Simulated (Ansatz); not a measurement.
Working through a single point in a Gaussian basis of C3H10GaN, SMILES C=[C](C)[GaH2-][NH3+]

Computed with Ansatz's Python interface.

Run as a notebook:

```python
from dataclasses import dataclass
from pathlib import Path
import json

import ansatz as az
```

```python
@dataclass(frozen=True)
class RunConfig:
    basis_set: str = "def2-TZVP"
    xc: str = "B3LYP"
```

```python
opts = RunConfig()
```

```python
geometry = (
    az.Crystal.molecule()
    .atom("C", (-0.9378, -1.5777, 0.164))
    .atom("C", (-0.8165, -0.2486, 0.2521))
    .atom("C", (-1.9979, 0.6633, 0.0961))
    .atom("Ga", (0.966, 0.5571, 0.5796))
    .atom("N", (2.1512, 0.0636, -0.8353))
    .atom("H", (-1.9019, -2.0418, -0.02))
    .atom("H", (-0.0695, -2.2194, 0.2748))
    .atom("H", (-1.8359, 1.3292, -0.777))
    .atom("H", (-2.1065, 1.2852, 1.0089))
    .atom("H", (-2.9407, 0.0963, -0.0598))
    .atom("H", (0.8294, 2.1604, 0.6304))
    .atom("H", (1.5478, 0.0169, 1.98))
    .atom("H", (2.3379, -0.9633, -0.799))
    .atom("H", (1.7203, 0.2998, -1.7568))
    .atom("H", (3.0543, 0.579, -0.738))
)
```

```python
calc = geometry.calculation()
calc = calc.basis(gaussian=opts.basis_set)
calc = calc.functional(opts.xc)
calc = calc.orbitals()
outcome = calc.run(runs_dir="out")
r = outcome.report
```

```python
r["mean_field"]["state"]["spin_squared"]
```

    -9.237055564881302e-14

```python
r["reference_energy_ev"]
```

    -57144.83659748423

```python
r["published_state_doubts"]
```

    []

```python
print(f"E = {r['free_energy_ev']:.6f} eV = {r['free_energy_ev'] / 27.211386246:.7f} Ha")
print("converged:", r["converged"], " doubts:", r["published_state_doubts"] or "none")

state = r["mean_field"]["state"]
print(f"mean field: {state['energy']['hartree']:.7f} Ha, <S^2> = {abs(state['spin_squared']):.4f}, stability: {state.get('stability', {}).get('kind')}")

lines = Path(r["orbitals_path"]).read_text().splitlines()
field_of = lambda key: [line.split("=")[1].strip() for line in lines if line.startswith(key)]
orbitals = [(27.211386 * float(e), s, float(n)) for e, s, n in zip(field_of("Ene="), field_of("Spin="), field_of("Occup="))]
homo = max(e for e, _, n in orbitals if n > 0.5)
lumo = min(e for e, _, n in orbitals if n < 0.5)
print(f"HOMO {homo:.3f} eV, LUMO {lumo:.3f} eV, gap {lumo - homo:.3f} eV")
with open("c3h10gan.json", "w") as handle:
    json.dump({k: r[k] for k in ("free_energy_ev", "reference_energy_ev", "n_occupied", "n_virtual")}, handle, indent=1)
```

    E = -57144.836597 eV = -2100.0340108 Ha
    converged: True  doubts: none
    mean field: -2100.0340108 Ha, <S^2> = 0.0000, stability: minimum
    HOMO -6.282 eV, LUMO -0.994 eV, gap 5.288 eV

File `c3h10gan.json` afterwards:
```json
{
 "free_energy_ev": -57144.83659748423,
 "reference_energy_ev": -57144.83659748423,
 "n_occupied": [
  33,
  33
 ],
 "n_virtual": [
  199,
  199
 ]
}
```

What to keep in mind:
- These settings explore the input space; basis and method may be short of convergence.
- The geometry is a force-field or estimated start, not a minimum of this method, and the basis set is short of its limit.
- b3lyp holds the VWN-RPA fit, as in Gaussian; the form of ORCA and Turbomole is b3lyp5.
- Levels such as HOMO and LUMO are orbital energies: with these approximate functionals they aren't the ionisation energy and electron affinity, and their gap isn't the fundamental gap.
- Run time: 13 s on 1 thread of Arm Neoverse V1, with other jobs on the host, peak memory 0.7 GiB.
